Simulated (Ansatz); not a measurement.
**KLaSe2: the band gap up the ladder of functionals**

The task here is to estimate one member of a computed series from the others.

Code: Ansatz 0.2.0. PAW datasets, plane waves. Note: simulated data, non-magnetic, for a generated structure that need not be the stable one.

## The cell

The cell was relaxed beforehand with r2SCAN.

It is tetragonal, I4_1/amd (No. 141); a = 6.237 Å, c = 12.941 Å in the conventional setting, 31.46 Å³ an atom. K has 6 Se at 3.13–3.49 Å; Se has 3 La at 2.98–3.13 Å and 3 K at 3.13–3.49 Å; La has 6 Se at 2.98–3.13 Å.

Coordinates:

```xyz
8
Lattice="-3.1186 3.1186 6.4706 3.1186 -3.1186 6.4706 3.1186 3.1186 -6.4706" Properties=species:S:1:pos:R:3 pbc="T T T"
K     0.0000    3.1186    3.2353
Se    0.0000    3.1186   -0.2551
K     0.0000    0.0000    0.0000
Se    0.0000    0.0000    9.4508
La    3.1186    0.0000    3.2353
Se    3.1186    0.0000    0.2551
La    0.0000    0.0000    6.4706
Se    0.0000    0.0000    3.4904
```

Set-up of the first run:

File input.yaml:

```yaml
crystal:
  lattice:
    - [-3.1185576138, 3.1185576138, 6.4705840252]
    - [3.1185576138, -3.1185576138, 6.4705840252]
    - [3.1185576138, 3.1185576138, -6.4705840252]
  atoms:
    - { symbol: K, position: [0.75, 0.25, 0.5] }
    - { symbol: Se, position: [0.4802870157, -0.0197129843, 0.5] }
    - { symbol: K, position: [0.0, 0.0, 0.0] }
    - { symbol: Se, position: [0.7302870157, 0.7302870157, 0.0] }
    - { symbol: La, position: [0.25, 0.75, 0.5] }
    - { symbol: Se, position: [0.0197129843, 0.5197129843, 0.5] }
    - { symbol: La, position: [0.5, 0.5, 0.0] }
    - { symbol: Se, position: [0.2697129843, 0.2697129843, 0.0] }
kpoints:
  mp_grid: { grid: [6, 6, 6] }
  band_path:
    path:
      - [[0.0, 0.0, 0.0], [-1.561543704623e-17, 1.561543704623e-17, 0.5], [0.25, 0.25, 0.25], [5.197357309152e-17, 0.5, -5.197357309152e-17], [0.0, 0.0, 0.0], [0.5, 0.5, -0.5], [0.3080711718436, 0.6919288281564, -0.3080711718436]]
      - [[-0.3080711718436, 0.3080711718436, 0.3080711718436], [0.0, 0.0, 0.0]]
      - [[-1.561543704623e-17, 1.561543704623e-17, 0.5], [-0.1161423436872, 0.1161423436872, 0.5]]
      - [[0.5, 0.5, -0.1161423436872], [0.5, 0.5, -0.5]]
    npoints: 10
hamiltonian:
  xc: pbe
scf:
  occupations: { method: fermi_dirac, width: 0.02 }
  n_extra_bands: 6
output:
  forces: true
  stress: true
  eigenvalues: true
```

The run is started by

```console
$ ansatz run input.yaml --threads 2 --pin off --max-ram 20275MiB --backend cpu --events-out ev --progress --plain --runs-dir out
```

Among the steps run: PBE band path; r2SCAN; Single point with HSE06; PBE+SOC; PBE0 at the same geometry.

One of the session's tables, all rows but one given; the rest of the session is left out.

| level | gap (eV) |
| --- | --- |
| PBE | 2.00 |
| r2SCAN | 2.35 |
| HSE06 | 2.71 |
| PBE+SOC | ? |
| PBE0 | 3.39 |

Q: Estimate the row for PBE+SOC from the others.

**Answer.** gap (eV): 1.89. In the column «gap (eV)» it is the lowest.

Meshes: PBE 6×6×6, r2SCAN 6×6×6, HSE06 4×4×4, PBE+SOC 6×6×6, PBE0 4×4×4

What this shows: The gap runs from 1.89 eV (PBE+SOC) to 3.39 eV (PBE0). PBE reaches 74 % of the HSE06 value, and r2SCAN 87 %. PBE0 lies 0.67 eV above HSE06, which differs from it by screening the long-range exchange.

Caveats from the session: Warnings in the runs' records: stress scf threshold loose, stress exchange threshold loose.
